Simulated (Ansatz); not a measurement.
**Ta2O5: rattled cells**

Aim: for Ta2O5, compute energies and forces of randomly disturbed cells.

Method: DFT PBEsol, scalar-relativistic, plane waves, PAW, in Ansatz 0.2.0.

1 further run of the same task is left out (set aside as unsound or not needed). Runs told in other sessions of the task aren't counted.

### Step 1. The structure to begin with

It takes space group Pmmm (No. 47, orthorhombic). Conventional cell: a = 3.670 Å, b = 3.859 Å, c = 6.433 Å, α = 90.00°, β = 90.00°, γ = 90.00°. Ta (site symmetry mmm) has 6 O at 1.93 to 2.17 Å in its first shell of neighbours. Ta (site symmetry mmm) has 6 O at 1.83 to 2.06 Å in its first shell of neighbours. Around O (site symmetry mmm) lie 2 Ta at 1.93 Å. O (site symmetry mm2) has 3 Ta at 2.06 to 2.17 Å in its first shell of neighbours. O (site symmetry mmm) has 2 Ta at 1.83 Å in its first shell of neighbours.

Structure file:

```xyz
7
Lattice="3.6700 0.0000 0.0000 0.0000 3.8591 0.0000 0.0000 0.0000 6.4335" Properties=species:S:1:pos:R:3 pbc="T T T"
Ta    1.8350    0.0000    3.2167
Ta    0.0000    0.0000    0.0000
O     1.8350    1.9295    3.2167
O     0.0000    0.0000    4.3699
O     0.0000    1.9295    0.0000
O     1.8350    0.0000    0.0000
O     0.0000    0.0000    2.0635
```

It goes back to an entry of the Materials Project, which need not be the stable form.

This cell was relaxed beforehand with the same method: volume 13.02 Å³/atom, gap on the mesh 0.32 eV.

### Step 2. The reference cell

The reference gives a free energy of -22422.3086 eV, pressure -0.01 GPa, largest force 0.000 eV/Å and gap on the mesh 0.32 eV. It was computed beforehand with the settings of the runs below.

### Step 3. Next: rattled cells

All atoms are moved at random with no net shift, in some cells together with a random strain.

### Step 4. Point rms move = 0.269 Å

input.yaml

```yaml
crystal:
  lattice:
    - [3.7086027425, -0.1015439398, -0.1000794551]
    - [-0.1067761461, 3.7422413308, 0.0829536959]
    - [-0.1754392445, 0.1382920848, 6.4037663015]
  atoms:
    - { symbol: Ta, position: [0.47341997, -0.0425966385, 0.4760779401] }
    - { symbol: Ta, position: [0.0204698799, 0.0448222211, 0.0007756845] }
    - { symbol: O, position: [0.5075840774, 0.5676877109, 0.4761369377] }
    - { symbol: O, position: [0.072714513, -0.0011315627, 0.6634924559] }
    - { symbol: O, position: [-0.0599085471, 0.4445871886, 0.0277415668] }
    - { symbol: O, position: [0.4792125737, 0.0303528508, 0.0385088898] }
    - { symbol: O, position: [0.0065075331, -0.0437217702, 0.3172665252] }
basis:
  ecutwfc: 420
kpoints:
  mp_grid: { grid: [10, 10, 6] }
hamiltonian:
  xc: pbesol
scf:
  occupations: { method: gaussian, width: 0.03 }
output:
  forces: true
  stress: true
  eigenvalues: true
```

Run with:

```
$ ansatz run input.yaml --threads 2 --pin off --max-ram 5120MiB --backend cpu --events-out ev --progress --plain --runs-dir out
```

### Step 5. At rms move = 0.189 Å

input.yaml

```yaml
crystal:
  lattice:
    - [3.6699850995, 0.0, 0.0]
    - [0.0, 3.8590866788, 0.0]
    - [0.0, 0.0, 6.4334824007]
  atoms:
    - { symbol: Ta, position: [0.4215635114, 0.0336353096, 0.4945801683] }
    - { symbol: Ta, position: [-0.0159829248, 0.0350315704, -0.0064800255] }
    - { symbol: O, position: [0.5269400361, 0.4600014419, 0.4930767794] }
    - { symbol: O, position: [0.0057627965, -0.0115071528, 0.680558971] }
    - { symbol: O, position: [0.0120164026, 0.4870680046, 0.0327879616] }
    - { symbol: O, position: [0.5114282317, -0.0158029177, -0.0161700821] }
    - { symbol: O, position: [0.0382719465, 0.011573744, 0.3216462273] }
basis:
  ecutwfc: 420
kpoints:
  mp_grid: { grid: [10, 10, 6] }
hamiltonian:
  xc: pbesol
scf:
  occupations: { method: gaussian, width: 0.03 }
output:
  forces: true
  stress: true
  eigenvalues: true
```

### Step 6. rms move = 0.456 Å

input.yaml

```yaml
crystal:
  lattice:
    - [3.9028575385, 0.0414175555, 0.027863698]
    - [0.0435516582, 4.0191864299, -0.0191002836]
    - [0.0488450513, -0.0318420778, 6.7926077303]
  atoms:
    - { symbol: Ta, position: [0.5083925187, -0.021780435, 0.5607655043] }
    - { symbol: Ta, position: [-0.0168451941, 0.0775699785, 0.0414786269] }
    - { symbol: O, position: [0.498518171, 0.3242981188, 0.4750019271] }
    - { symbol: O, position: [0.0342256309, 0.0401420551, 0.6859029512] }
    - { symbol: O, position: [-0.1383587506, 0.4928203559, -0.0318163782] }
    - { symbol: O, position: [0.5753981323, 0.0395473729, 0.0076422075] }
    - { symbol: O, position: [0.0386694917, 0.0474025539, 0.2610251613] }
basis:
  ecutwfc: 420
kpoints:
  mp_grid: { grid: [10, 10, 6] }
hamiltonian:
  xc: pbesol
scf:
  occupations: { method: gaussian, width: 0.03 }
output:
  forces: true
  stress: true
  eigenvalues: true
  write_density: true
  write_potential: true
  elf: true
  volumetric_format: npy
```

### Step 7. rms move = 0.351 Å

input.yaml

```yaml
crystal:
  lattice:
    - [3.6272052163, 0.0193912782, -0.0466781965]
    - [0.0203904434, 3.8634168168, 0.0154425002]
    - [-0.0818268597, 0.0257441881, 6.23008609]
  atoms:
    - { symbol: Ta, position: [0.5270165696, -0.058674986, 0.4814037549] }
    - { symbol: Ta, position: [0.0163677538, -0.0586212825, 0.0130784463] }
    - { symbol: O, position: [0.5668408351, 0.5225259913, 0.4518541133] }
    - { symbol: O, position: [0.079944639, -0.0256083331, 0.6640997217] }
    - { symbol: O, position: [-0.069188739, 0.5293936061, -0.0225934269] }
    - { symbol: O, position: [0.4604455109, 0.0540470354, 0.0581548192] }
    - { symbol: O, position: [-0.0814265695, 0.036937969, 0.3540025715] }
basis:
  ecutwfc: 420
kpoints:
  mp_grid: { grid: [10, 10, 6] }
hamiltonian:
  xc: pbesol
scf:
  occupations: { method: gaussian, width: 0.03 }
output:
  forces: true
  stress: true
  eigenvalues: true
  write_density: true
  write_potential: true
  elf: true
  volumetric_format: npy
```

(Steps that only read results are left out.)

What does the calculation give?

The runs gave:

```
      quantity                                      value
costliest cell  1551.9 meV/atom at an rms move of 0.456 Å
```

What this shows: The cost runs from 45.5 to 1551.9 meV/atom. Energy over the square of the rms move lies between 1.3 and 11.8 eV/Å² per atom; a harmonic solid under isotropic random moves would keep it roughly constant, while strain and close contacts change it. The gap on the mesh, 0.32 eV at the start, reads zero at rms move = 0.456. Spin-orbit coupling is left out, which matters for the bands of Ta. Where forces pass 15 eV/Å atoms stand far too close, the PAW spheres overlap strongly and those numbers are rough.
